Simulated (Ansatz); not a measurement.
# NiAuO2: the cost of one run

Method: DFT LDA+U (U_eff = 4 eV on Ni d), plane waves, PAW, no spin–orbit coupling unless a run says so, in Ansatz 0.2.0.

### 1 The starting structure

It takes space group R-3m (No. 166, trigonal). The conventional cell has a = 3.534 Å, b = 3.534 Å, c = 20.016 Å, α = 90.00°, β = 90.00°, γ = 120.00°. Au (site symmetry -3m) is surrounded by 2 O at 2.13 Å. Around Ni (site symmetry -3m) lie 6 O at 2.37 Å. O (site symmetry 3m) has 1 Au at 2.13 Å and 3 Ni at 2.37 Å in its first shell of neighbours.

Structure file:

```cif
data_structure
_symmetry_space_group_name_H-M 'P 1'
_symmetry_Int_Tables_number 1
_cell_length_a 6.9772
_cell_length_b 6.9772
_cell_length_c 6.9772
_cell_angle_alpha 29.343
_cell_angle_beta 29.343
_cell_angle_gamma 29.343
_cell_volume 72.18
loop_
_atom_site_label
_atom_site_type_symbol
_atom_site_fract_x
_atom_site_fract_y
_atom_site_fract_z
_atom_site_occupancy
Au1 Au 0.00000 0.00000 0.00000 1
Ni1 Ni 0.50000 0.50000 0.50000 1
O1 O 0.10660 0.10660 0.10660 1
O2 O 0.89340 0.89340 0.89340 1
```

### 2 Ferromagnetic start, free, symmetry kept, no search

input.yaml

```yaml
crystal:
  lattice:
    - [1.76718296, 1.02028356, 6.67213632]
    - [-1.76718296, 1.02028356, 6.67213632]
    - [0.0, -2.04056711, 6.67213632]
  atoms:
    - { symbol: Au, position: [0.0, 0.0, 0.0] }
    - { symbol: Ni, position: [0.5, 0.5, 0.5], spin: 3.0 }
    - { symbol: O, position: [0.1066, 0.1066, 0.1066] }
    - { symbol: O, position: [0.8934, 0.8934, 0.8934] }
basis:
  ecutwfc: 420
  ecutrho_ratio: 4
kpoints:
  mp_grid: { grid: [6, 6, 6] }
hamiltonian:
  xc: lda
  hubbard: { sites: [{ site: 1, l: d, u_eff: 4.0 }] }
scf:
  occupations: { method: gaussian, width: 0.05 }
  lower_state_search: "off"
  max_iter: 150
output:
  forces: true
  stress: true
  eigenvalues: true
  populations: true
  hubbard: { sites: [{ site: 1, l: d }] }
magnetization:
  spin_polarized: true
```

Run with:

```bash
ansatz run input.yaml --threads 2 --pin off --max-ram 3072MiB --backend cpu --events-out ev --progress --plain --runs-dir out
```

**Question.** How long does this run take on 2 threads of Intel Xeon 6975P-C (Granite Rapids), shared host, and how much memory does it need?

About 5 s, with a peak of 0.54 GiB.
